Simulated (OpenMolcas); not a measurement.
**UHF/ANO-R0 (DKH4, PCM chloroform) run of SiF3 (trifluorosilyl)**

Aim: a geometry optimisation of SiF3 (trifluorosilyl). 

Program for the calculation: OpenMolcas 26.06.

5 further runs of the same task are left out: 2 that didn't finish, 3 set aside as unsound or not needed.

## 1. The structure to begin with

SiF3 has 4 atoms, charge 0, and is taken as a doublet. As SMILES, `F[Si](F)F`. The shape is that of a GFN2-xTB optimisation. The run starts from this shape.

Bond lengths: F1–Si2 1.590 Å, Si2–F3 1.590 Å, Si2–F4 1.590 Å. Angles: F1–Si2–F3 104.5°, F1–Si2–F4 104.3°, F3–Si2–F4 104.5°.

## 2. A geometry optimisation at UHF/ANO-R0 (DKH4, PCM chloroform)

The input, job.inp:

```
&gateway
xbas
F.ANO-R0
Si.ANO-R0
End of Basis
zmat
F1
Si2 1 1.590252
F3 2 1.590274 1 104.5386
F4 2 1.590329 1 104.31056 3 -109.43929
End of ZMAT
finite
rf-input
PCM-Model
Solvent=chloroform
End of RF-Input
>>> EXPORT MOLCAS_MAXITER=60
>>> Do While
&seward
relativistic=R04O02
expert
&scf
uhf
spin=2
prorbitals=0
&slapaf
>>> EndDo
```

Launch:

```
$ export MOLCAS_MEM=1860
$ pymolcas job.inp > job.log
```

Q: Predict the results. Wanted: total energy at the end; dipole moment; HOMO energy; LUMO energy; ⟨S²⟩.

Computed results:

At UHF/ANO-R0 (DKH4, PCM chloroform):

```
                          quantity          value
           total energy at the end  -587.81232 Eh
                     dipole moment         2.61 D
HOMO energy (highest over α and β)       -8.83 eV
 LUMO energy (lowest over α and β)        2.13 eV
                              ⟨S²⟩          0.789
```

**Reading.** At the final geometry: Bond lengths: F1–Si2 1.737 Å, Si2–F3 1.738 Å, Si2–F4 1.737 Å. Angles: F1–Si2–F3 99.4°, F1–Si2–F4 99.4°, F3–Si2–F4 99.5°. The optimisation took 5 steps and changed the energy by -0.750 eV. Mulliken charges run from -0.34 on F1 to +1.03 on Si2.
